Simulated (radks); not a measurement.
# Ionisation of La³⁺: one atom, several choices of exchange strength α

How much does the choice of exchange strength α matter for taking an electron from La³⁺? Both La³⁺ ([Xe]) and La⁴⁺ ([Kr] 4d10 5s2 5p5) are run for each choice.

The numbers are computed with radks (a radial shooting solver on a logarithmic mesh, Libxc functionals) version 1 (scalar-relativistic Kohn-Sham, spin-polarised, spherical densities, finite nucleus; open shells are filled with parallel spins first), except any that are marked as measured or tabulated.

## Step 1: The atom as given

| Item | Value |
| --- | --- |
| element | lanthanum (Z = 57) |
| charge | +3 |
| electrons | 54 |
| configuration | [Xe] |
| ion | La⁴⁺, [Kr] 4d10 5s2 5p5 |
| choices | α = 0.658; α = 0.667; α = 0.762; α = 0.816; α = 0.967; α = 1.012 |

Outer shells as boxes (Hund's rule):

La³⁺
```
[Kr] core
4d [↑↓][↑↓][↑↓][↑↓][↑↓]
5s [↑↓]
5p [↑↓][↑↓][↑↓]
```

La⁴⁺
```
[Kr] core
4d [↑↓][↑↓][↑↓][↑↓][↑↓]
5s [↑↓]
5p [↑↓][↑↓][↑ ]
```

## Step 2: α = 0.658: La³⁺

Settings of this run:

```text
Z 57
configuration [Xe]
relativity scalar-relativistic
functional xalpha 0.658
spin polarised
nucleus finite rms 4.855 fm
c 137.035999084
```

## Step 3: α = 0.658: La⁴⁺

Input: that of step 2 with these lines changed.

```diff
@@ -1,3 +1,3 @@
 Z 57
-configuration [Xe]
+configuration [Kr] 4d10 5s2 5p5
 relativity scalar-relativistic
```

## Step 4: α = 0.667: La³⁺

Settings of this run:

```text
Z 57
configuration [Xe]
relativity scalar-relativistic
functional xalpha 0.667
spin polarised
nucleus finite rms 4.855 fm
c 137.035999084
```

## Step 5: α = 0.667: La⁴⁺

Input: that of step 4 with these lines changed.

```diff
@@ -1,3 +1,3 @@
 Z 57
-configuration [Xe]
+configuration [Kr] 4d10 5s2 5p5
 relativity scalar-relativistic
```

## Step 6: α = 0.762: La³⁺

Settings of this run:

```text
Z 57
configuration [Xe]
relativity scalar-relativistic
functional xalpha 0.762
spin polarised
nucleus finite rms 4.855 fm
c 137.035999084
```

## Step 7: α = 0.762: La⁴⁺

Input: that of step 6 with these lines changed.

```diff
@@ -1,3 +1,3 @@
 Z 57
-configuration [Xe]
+configuration [Kr] 4d10 5s2 5p5
 relativity scalar-relativistic
```

## Step 8: α = 0.816: La³⁺

Settings of this run:

```text
Z 57
configuration [Xe]
relativity scalar-relativistic
functional xalpha 0.816
spin polarised
nucleus finite rms 4.855 fm
c 137.035999084
```

## Step 9: α = 0.816: La⁴⁺

Input: that of step 8 with these lines changed.

```diff
@@ -1,3 +1,3 @@
 Z 57
-configuration [Xe]
+configuration [Kr] 4d10 5s2 5p5
 relativity scalar-relativistic
```

## Step 10: α = 0.967: La³⁺

Settings of this run:

```text
Z 57
configuration [Xe]
relativity scalar-relativistic
functional xalpha 0.967
spin polarised
nucleus finite rms 4.855 fm
c 137.035999084
```

## Step 11: α = 0.967: La⁴⁺

Input: that of step 10 with these lines changed.

```diff
@@ -1,3 +1,3 @@
 Z 57
-configuration [Xe]
+configuration [Kr] 4d10 5s2 5p5
 relativity scalar-relativistic
```

## Step 12: α = 1.012: La³⁺

Settings of this run:

```text
Z 57
configuration [Xe]
relativity scalar-relativistic
functional xalpha 1.012
spin polarised
nucleus finite rms 4.855 fm
c 137.035999084
```

## Step 13: α = 1.012: La⁴⁺

Input: that of step 12 with these lines changed.

```diff
@@ -1,3 +1,3 @@
 Z 57
-configuration [Xe]
+configuration [Kr] 4d10 5s2 5p5
 relativity scalar-relativistic
```

**Question.** What will these runs give? Wanted: for each run, exchange strength α; E(La³⁺); Δ-SCF; −ε(HOMO); <r> HOMO; error.

The runs gave:

```csv
exchange strength α,E(La³⁺) (hartree),Δ-SCF (eV),−ε(HOMO) (eV),<r> HOMO (bohr),error (eV)
α = 0.658,-8477.3007,49.043,43.218,1.764,-0.91
α = 0.667,-8479.8808,49.209,43.382,1.762,-0.74
α = 0.762,-8507.1587,50.977,45.136,1.740,+1.03
α = 0.816,-8522.6997,51.996,46.148,1.728,+2.05
α = 0.967,-8566.2935,54.898,49.035,1.696,+4.95
α = 1.012,-8579.3239,55.778,49.912,1.687,+5.83
```

In words: The NIST Atomic Spectra Database lists 50.0 eV (semi-empirical). The smallest miss is that of α = 0.667 (-0.74 eV), the largest that of α = 1.012 (+5.83 eV). The ionisation energies span 6.73 eV, the total energies of La³⁺ 2776 eV: most of the change in the total cancels in the difference. α = 2/3 is LDA exchange; there is no correlation term. The tabulated value is met near α = 0.71. Open shells are spherical and high-spin; term and fine-structure splittings are not resolved. Spin-orbit splitting is averaged out at the scalar-relativistic level.
